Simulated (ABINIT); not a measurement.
Crystal: GaGe.

```xyz
2
Lattice="0.0000 2.8978 2.8978 2.8978 0.0000 2.8978 2.8978 2.8978 0.0000" Properties=species:S:1:pos:R:3 pbc="T T T"
Ge    0.0000    0.0000    0.0000
Ga    1.4489    1.4489    1.4489
```

The cell comes from a database or a generator and needn't be the stable form of this composition.

Program: ABINIT 10.8.3 (patched build). Alike in all runs: task single point; potentials or basis JTH PAW PBE v2.0; no spin polarisation; cell as given; k mesh 8 × 8 × 8; cutoff (eV) 707; smearing fermi-dirac 0.05 eV.

**Question.** Order these runs on this cell by their pressure, lowest first.
A. level RPBE
B. level LDA
C. level r2SCAN
D. level PW91

**Answer.** B (-4.1 GPa), C (-2.2 GPa), D (0.1 GPa), A (1.9 GPa).

Caveats: the PAW data sets were made with another functional, which shifts forces and pressure a little.

Runs at the PBE level aren't shown here.
